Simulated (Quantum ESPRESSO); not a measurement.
Wanted: the native input for a Quantum ESPRESSO 7.5 run.

```
Task                       : real-space fields
Functional                 : PBE
Potentials or basis        : PseudoDojo 0.4.1 SR PBE standard
Cutoff                     : 1143 eV
Density cutoff             : 4572 eV
k mesh                     : 1 × 1 × 1
Occupations                : fermi-dirac, width 0.05 eV
Spin                       : no spin polarisation
Boundary across the vacuum : none
Mixing beta                : 0.5
Most SCF iterations        : 120
SCF threshold              : 1e-09 Ry
```

FSiH3, in a box:

```
F Si H
1.0
    12.00000    0.00000    0.00000
     0.00000   12.00000    0.00000
     0.00000    0.00000   12.00000
F Si H
1 1 3
Direct
  0.41129 0.51634 0.59874
  0.52111 0.50116 0.52468
  0.48685 0.48672 0.40693
  0.58155 0.40128 0.56487
  0.59088 0.60222 0.53752
```

The input as run:

pw.in

```
&CONTROL
  calculation = 'scf'
  prefix = 'pwscf'
  outdir = './tmp'
  pseudo_dir = './pseudo'
  tprnfor = .true.
  disk_io = 'low'
/
&SYSTEM
  ibrav = 0
  celldm(1) = 8
  nat = 5
  ntyp = 3
  ecutwfc = 84
  nbnd = 13
  occupations = 'smearing'
  smearing = 'fd'
  degauss = 0.00367493
/
&ELECTRONS
  conv_thr = 1d-09
  electron_maxstep = 120
  mixing_beta = 0.5
/
ATOMIC_SPECIES
F     18.9984 F.upf
Si    28.0850 Si.upf
H      1.0080 H.upf
CELL_PARAMETERS alat
  2.8345891869387   0.0000000000000   0.0000000000000
  0.0000000000000   2.8345891869387   0.0000000000000
  0.0000000000000   0.0000000000000   2.8345891869387
ATOMIC_POSITIONS crystal
F      0.4112875000    0.5163375000    0.5987375000
Si     0.5211125000    0.5011625000    0.5246791700
H      0.4868541700    0.4867208300    0.4069291700
H      0.5815541700    0.4012791700    0.5648708300
H      0.5908791700    0.6022208300    0.5375208300
K_POINTS gamma
```

pp_density.in

```
&INPUTPP
  prefix = 'pwscf'
  outdir = './tmp'
  filplot = 'density.dat'
  plot_num = 0
/
&PLOT
  nfile = 1
  filepp(1) = 'density.dat'
  iflag = 3
  output_format = 6
  fileout = 'density.cube'
/
```

pp_potential.in

```
&INPUTPP
  prefix = 'pwscf'
  outdir = './tmp'
  filplot = 'potential.dat'
  plot_num = 11
/
&PLOT
  nfile = 1
  filepp(1) = 'potential.dat'
  iflag = 3
  output_format = 6
  fileout = 'potential.cube'
/
```

pp_elf.in

```
&INPUTPP
  prefix = 'pwscf'
  outdir = './tmp'
  filplot = 'elf.dat'
  plot_num = 8
/
&PLOT
  nfile = 1
  filepp(1) = 'elf.dat'
  iflag = 3
  output_format = 6
  fileout = 'elf.cube'
/
```

pp_potential_ks.in

```
&INPUTPP
  prefix = 'pwscf'
  outdir = './tmp'
  filplot = 'potential_ks.dat'
  plot_num = 1
/
&PLOT
  nfile = 1
  filepp(1) = 'potential_ks.dat'
  iflag = 3
  output_format = 6
  fileout = 'potential_ks.cube'
/
```

Potentials or basis: PseudoDojo 0.4.1 SR PBE standard.

The run is started by

```sh
$ OMP_NUM_THREADS=1 pw.x -in pw.in > pw.out
$ OMP_NUM_THREADS=1 pp.x -in pp_density.in > pp_density.out
$ OMP_NUM_THREADS=1 pp.x -in pp_potential.in > pp_potential.out
$ OMP_NUM_THREADS=1 pp.x -in pp_elf.in > pp_elf.out
$ OMP_NUM_THREADS=1 pp.x -in pp_potential_ks.in > pp_potential_ks.out
```

Results of the run:

```json
{
  "Largest force": "0.456 eV/Å",
  "Gap between the frontier levels": "7.11 eV",
  "Dipole moment": "1.22 D"
}
```

Caveat: this is a molecule in a periodic box, so the gap is that between its Kohn-Sham HOMO and LUMO and the box isn't a crystal.

It took 2.5 min on 1 thread of AMD EPYC (Zen 3) (shared host), peak memory 0.82 GiB.
